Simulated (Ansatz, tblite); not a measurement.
# W(NH)2(NH2)2 (WN₄H₆): rung by rung

An exercise on one series of results from a longer session: the logs are not shown, and one member is left open.

Method: as each input shows; program: Ansatz 0.2.0, Gaussian basis.

Levels to be run: GFN1-xTB, GFN2-xTB, PBE-D4/def2-TZVP, r2SCAN-D4/def2-TZVP, PBE-QIDH/def2-TZVP, LC-ωPBE/def2-TZVP, HSE06-D4/def2-TZVP, BLYP-D4/def2-TZVP, r2SCAN0-D4/def2-TZVP, r2SCANh-D4/def2-TZVP, B97M-V/def2-TZVP, PBE-D4/def2-SVP, PBE0-D4/def2-SVP, PBE0-D4/def2-TZVPD, PBE-D4/def2-TZVPD, r2SCAN-D4/def2-TZVPD, CCSD(T)/def2-TZVP, RPA/def2-TZVP.

## The structure

The singlet was relaxed beforehand with PBE-D4/def2-SVP.

11 atoms, charge 0, spin multiplicity 1.

Bond lengths: W1–N2 1.777 Å, W1–N4 1.777 Å, W1–N6 1.973 Å, W1–N9 1.973 Å, N2–H3 1.023 Å, N4–H5 1.023 Å, N6–H7 1.023 Å, N6–H8 1.023 Å, N9–H10 1.023 Å, N9–H11 1.023 Å. Angles: N2–W1–N4 117.4°, N2–W1–N6 106.7°, N2–W1–N9 106.7°, N4–W1–N6 106.7°, N4–W1–N9 106.7°, N6–W1–N9 112.9°, W1–N2–H3 157.0°, W1–N4–H5 157.0°, W1–N6–H7 124.5°, W1–N6–H8 124.5°, H7–N6–H8 110.9°, W1–N9–H10 124.5°, W1–N9–H11 124.5°, H10–N9–H11 110.9°.

Formally the metal is d0. W takes a core potential in the def2 sets. No spin-orbit coupling is included.

PBE0-D4/def2-TZVP was run before; its log isn't repeated, and its numbers join the tables.

Set-up of the first run:

Tight binding, by tblite at 300 K electronic temperature and without a spin-polarisation term:

```python
tblite.interface.Calculator('GFN1-xTB', numbers, positions, charge=0, uhf=0).singlepoint()
```

Tight binding, by tblite at 300 K electronic temperature and without a spin-polarisation term:

```python
tblite.interface.Calculator('GFN2-xTB', numbers, positions, charge=0, uhf=0).singlepoint()
```

start.molden holds the orbitals of an earlier run on this state, given as this run's starting guess.

File in.yaml:

```yaml
crystal:
  periodic: [false, false, false]
  atoms:
    - {symbol: W, position_ang: [0.174207, -0.000889, 0.123062]}
    - {symbol: N, position_ang: [0.051951, 0.018316, 1.896241]}
    - {symbol: H, position_ang: [0.385538, 0.023660, 2.863763]}
    - {symbol: N, position_ang: [1.804432, -0.027386, -0.584810]}
    - {symbol: H, position_ang: [2.827750, -0.039253, -0.594051]}
    - {symbol: N, position_ang: [-0.696671, 1.647429, -0.521648]}
    - {symbol: H, position_ang: [-0.441897, 2.138077, -1.382600]}
    - {symbol: H, position_ang: [-1.413655, 2.163524, -0.005434]}
    - {symbol: N, position_ang: [-0.735257, -1.640461, -0.489852]}
    - {symbol: H, position_ang: [-1.464672, -2.128801, 0.035838]}
    - {symbol: H, position_ang: [-0.491747, -2.154226, -1.340520]}
basis:
  gaussian: {orbitals: def2-TZVP, initial_orbitals: start.molden}
hamiltonian: {xc: pbe, dispersion: d4}
scf: {omitted_lower_state_checks: [starts]}
output: {orbitals: {seedname: orbitals}}
```

Started as:

```console
$ ansatz run in.yaml --threads 4 --pin off --events-out ev --progress --plain --max-ram 3916MiB
```

Among the steps run: PBE-D4/def2-TZVP; r2SCAN-D4/def2-TZVP; PBE-QIDH/def2-TZVP; LC-ωPBE/def2-TZVP; HSE06-D4/def2-TZVP; BLYP-D4/def2-TZVP; r2SCAN0-D4/def2-TZVP; r2SCANh-D4/def2-TZVP; B97M-V/def2-TZVP; PBE-D4/def2-SVP; PBE0-D4/def2-SVP; PBE0-D4/def2-TZVPD; PBE-D4/def2-TZVPD; r2SCAN-D4/def2-TZVPD; CCSD(T)/def2-TZVP; RPA/def2-TZVP.

One table of the session follows, with a row left open; its other results are not shown here.

It belongs to the step «Binding energy». 

| method | binding an atom (eV) |
| --- | --- |
| HF/def2-TZVP | 2.238 |
| BLYP-D4/def2-TZVP | 4.046 |
| B97M-V/def2-TZVP | 3.899 |
| MP2/def2-TZVP | 3.906 |
| CCSD/def2-TZVP | ? |
| CCSD(T)/def2-TZVP | 3.761 |

Estimate the missing values for CCSD/def2-TZVP.

As computed: binding an atom (eV): 3.632. In the column «binding an atom (eV)» it lies between HF/def2-TZVP (2.238) and CCSD(T)/def2-TZVP (3.761).

Limits of these values: Free atoms were run apart at each level; binding is atoms less cluster, divided by the number of atoms, without zero-point or spin-orbit terms.
